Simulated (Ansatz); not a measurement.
# Al2FH7NO4: the cost of one run

Computed with Ansatz 0.2.0, Gaussian basis. Level: PBE0-D4, def2-SVP first, then def2-TZVP.

190 further runs of the same task are left out: 190 set aside as unsound or not needed.

**1. The system as given**

The guess: 15 atoms, charge 0, spin multiplicity 2.

Atoms are counted from 1 here; the program's logs count them from 0.

Bond lengths: Al1–O2 1.779 Å, Al1–Al3 2.690 Å, Al1–O4 1.740 Å, Al1–F6 1.658 Å, Al1–N8 1.922 Å, O2–Al3 1.768 Å, O2–H9 1.196 Å, Al3–O5 1.657 Å, O4–H11 0.957 Å, O5–H12 0.948 Å, H7–N8 1.282 Å, H7–O10 1.267 Å, N8–H13 1.014 Å, N8–H14 1.014 Å, H9–O10 1.260 Å, O10–H15 0.959 Å. Angles: O2–Al1–Al3 40.5°, O2–Al1–O4 92.6°, O2–Al1–F6 123.4°, O2–Al1–N8 97.6°, Al3–Al1–O4 53.0°, Al3–Al1–F6 130.5°, Al3–Al1–N8 123.3°, O4–Al1–F6 118.0°, O4–Al1–N8 122.1°, F6–Al1–N8 102.7°, Al1–O2–Al3 98.7°, Al1–O2–H9 105.6°, Al3–O2–H9 149.5°, Al1–Al3–O2 40.8°, Al1–Al3–O5 157.7°, O2–Al3–O5 161.5°, Al1–O4–H11 138.1°, Al3–O5–H12 178.6° and more.

Geometry (Å):

```xyz
15
charge 0, multiplicity 2
Al   -0.86970   -0.49340   -0.15250
O     0.74470    0.06230   -0.65110
Al    0.28090    1.59660   -1.39610
O    -1.59330    1.05320   -0.48780
O     0.37160    3.05880   -2.17130
F    -1.60020   -1.84620   -0.77320
H     0.81710   -1.30070    1.37650
N    -0.41150   -1.04100    1.63230
H     1.51940   -0.57360    0.00120
O     1.97910   -1.35830    0.87400
H    -2.45990    1.45700   -0.45030
H     0.40170    3.89950   -2.60930
H    -0.86060   -1.89490    1.94360
H    -0.37680   -0.41050    2.42580
H     2.05750   -2.20890    0.43790
```

Distances that are to change: Al1–N8 1.92 Å, H7–O10 1.27 Å, O2–H9 1.20 Å, Al1–O2 1.78 Å, H7–N8 1.28 Å, H9–O10 1.26 Å.

**2. Constrained relaxation of the guess**

The input, hold/in.yaml:

```yaml
crystal:
  periodic: [false, false, false]
  atoms:
    - {symbol: Al, position_ang: [-0.869700, -0.493400, -0.152500]}
    - {symbol: O, position_ang: [0.744700, 0.062300, -0.651100]}
    - {symbol: Al, position_ang: [0.280900, 1.596600, -1.396100]}
    - {symbol: O, position_ang: [-1.593300, 1.053200, -0.487800]}
    - {symbol: O, position_ang: [0.371600, 3.058800, -2.171300]}
    - {symbol: F, position_ang: [-1.600200, -1.846200, -0.773200]}
    - {symbol: H, position_ang: [0.817100, -1.300700, 1.376500]}
    - {symbol: N, position_ang: [-0.411500, -1.041000, 1.632300]}
    - {symbol: H, position_ang: [1.519400, -0.573600, 0.001200]}
    - {symbol: O, position_ang: [1.979100, -1.358300, 0.874000]}
    - {symbol: H, position_ang: [-2.459900, 1.457000, -0.450300]}
    - {symbol: H, position_ang: [0.401700, 3.899500, -2.609300]}
    - {symbol: H, position_ang: [-0.860600, -1.894900, 1.943600]}
    - {symbol: H, position_ang: [-0.376800, -0.410500, 2.425800]}
    - {symbol: H, position_ang: [2.057500, -2.208900, 0.437900]}
basis:
  gaussian: {orbitals: def2-SVP}
magnetization: {spin_polarized: true, initial_magnetization: 1}
hamiltonian: {xc: pbe0, dispersion: d4}
relax: {f_tol: 0.04, max_steps: 150, escape_saddle: false, constraints: [{distance: [0, 7]}, {distance: [6, 9]}, {distance: [1, 8]}, {distance: [0, 1]}, {distance: [6, 7]}, {distance: [8, 9]}]}
```

Run with:

```console
ansatz run in.yaml --threads 4 --pin off --events-out ev --progress --plain --max-ram 46080MiB --backend cuda --devices 0, --max-vram 37GiB
```

Q: Estimate wall time and peak memory on 1 × a share of an NVIDIA H100 with 4 threads of AMD EPYC 7R13, shared host.

About 34 s, with a peak of 0.97 GiB on the host.
